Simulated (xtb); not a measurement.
**GFN2-xTB run of BSiF5 (SMILES FB(F)[Si](F)(F)F)**

Wanted: a structure relaxation of BSiF5. 

The calculation is run with xtb 6.7.1 later snapshot.

2 further runs of the same task are left out: 2 set aside as unsound or not needed.

### Step 1. Starting point

The species is BSiF5 (7 atoms), meant as a singlet with charge 0. SMILES: `FB(F)[Si](F)(F)F`. All atoms were displaced at random from a relaxed shape. The run starts from this shape.

Bond lengths: F1–B2 1.262 Å, B2–F3 1.381 Å, B2–Si4 2.060 Å, Si4–F5 1.641 Å, Si4–F6 1.638 Å, Si4–F7 1.477 Å. Angles: F1–B2–F3 110.8°, F1–B2–Si4 121.3°, F3–B2–Si4 127.4°, B2–Si4–F5 110.9°, B2–Si4–F6 115.1°, B2–Si4–F7 114.4°, F5–Si4–F6 105.0°, F5–Si4–F7 101.4°, F6–Si4–F7 108.8°.

### Step 2. A geometry optimisation at GFN2-xTB

Input file .CHRG:

```
0
```

Input file .UHF:

```
0
```

Input file xcontrol:

```
$opt
   hessian=lindh
$end
```

Input file mol.xyz:

```xyz
7
BF5Si
F      1.41973    -1.47554     0.74564
B      0.24595    -1.10935     0.46153
F     -0.67938    -2.02771     0.91827
Si    -0.13042     0.74462    -0.35426
F     -0.91970     0.60430    -1.78652
F     -1.07598     1.72422     0.55600
F      1.07863     1.49152    -0.75825
```

Run with:

```
$ xtb mol.xyz --gfn 2 -I xcontrol --opt tight > out.txt
```

**Question.** What will come out? Wanted: total energy at the end; dipole moment; HOMO energy; LUMO energy; HOMO–LUMO gap; dispersion energy; mean polarisability.

Computed results:

Level: GFN2-xTB.

| quantity | value |
| --- | --- |
| total energy at the end | -26.89830 Eh |
| dipole moment | 1.67 D |
| HOMO energy | -13.04 eV |
| LUMO energy | -8.56 eV |
| HOMO–LUMO gap | 4.48 eV |
| dispersion energy | -9.77 kJ/mol |
| mean polarisability (D4 model) | 55.5 bohr³ |

What this shows: At the final geometry: Bond lengths: F1–B2 1.313 Å, B2–F3 1.313 Å, B2–Si4 1.961 Å, Si4–F5 1.592 Å, Si4–F6 1.592 Å, Si4–F7 1.590 Å. Angles: F1–B2–F3 112.5°, F1–B2–Si4 123.8°, F3–B2–Si4 123.7°, B2–Si4–F5 115.4°, B2–Si4–F6 115.4°, B2–Si4–F7 115.5°, F5–Si4–F6 102.9°, F5–Si4–F7 102.9°, F6–Si4–F7 102.9°. The optimisation took 11 steps and changed the energy by -0.578 eV. Mulliken charges run from -0.23 on F3 to +0.67 on Si4.
